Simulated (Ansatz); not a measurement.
# RbIn3: the cost of one run

Program: Ansatz 0.2.0. Level of theory: DFT r2SCAN, scalar-relativistic, plane waves, PAW. These are calculated values, not measurements.

**1. Starting point**

Symmetry: Pm-3m, No. 221, cubic system. The conventional cell has a = 4.808 Å, b = 4.808 Å, c = 4.808 Å, α = 90.00°, β = 90.00°, γ = 90.00°. Rb (site symmetry m-3m) has 12 In at 3.40 Å as nearest neighbours. In (site symmetry 4/mmm) is surrounded by 4 Rb at 3.40 Å and 8 In at 3.40 Å.

Structure file:

```
CELL_PARAMETERS angstrom
4.80769 0.00000 0.00000
0.00000 4.80769 0.00000
0.00000 0.00000 4.80769
ATOMIC_POSITIONS crystal
Rb 0.00000 0.00000 0.00000
In 0.00000 0.50000 0.50000
In 0.50000 0.00000 0.50000
In 0.50000 0.50000 0.00000
```

(A quick probe on a coarse mesh, which set the mesh and smearing, is not shown.)

**3. A loose first relaxation**

input.yaml

```yaml
crystal:
  lattice:
    - [4.8076925746, 0.0, 0.0]
    - [0.0, 4.8076925746, 0.0]
    - [0.0, 0.0, 4.8076925746]
  atoms:
    - { symbol: Rb, position: [0.0, 0.0, 0.0] }
    - { symbol: In, position: [0.0, 0.5, 0.5] }
    - { symbol: In, position: [0.5, 0.0, 0.5] }
    - { symbol: In, position: [0.5, 0.5, 0.0] }
basis:
  ecutwfc: 500
kpoints:
  mp_grid: { grid: [4, 4, 4] }
hamiltonian:
  xc: r2scan
scf:
  occupations: { method: gaussian, width: 0.1 }
  lower_state_search: "off"
output:
  forces: true
  stress: true
  eigenvalues: true
relax:
  adjacent_minimum: "off"
  f_tol: 0.04
  max_steps: 70
  cell: { stress_tol: 0.4 }
```

On the command line:

```console
ansatz run input.yaml --threads 1 --pin off --max-ram 2560MiB --backend cpu --events-out ev --progress --plain --runs-dir out
```

Q: Estimate wall time and peak memory on 1 thread of Arm Neoverse V1, shared host.

About 25 s, with a peak of 0.65 GiB.
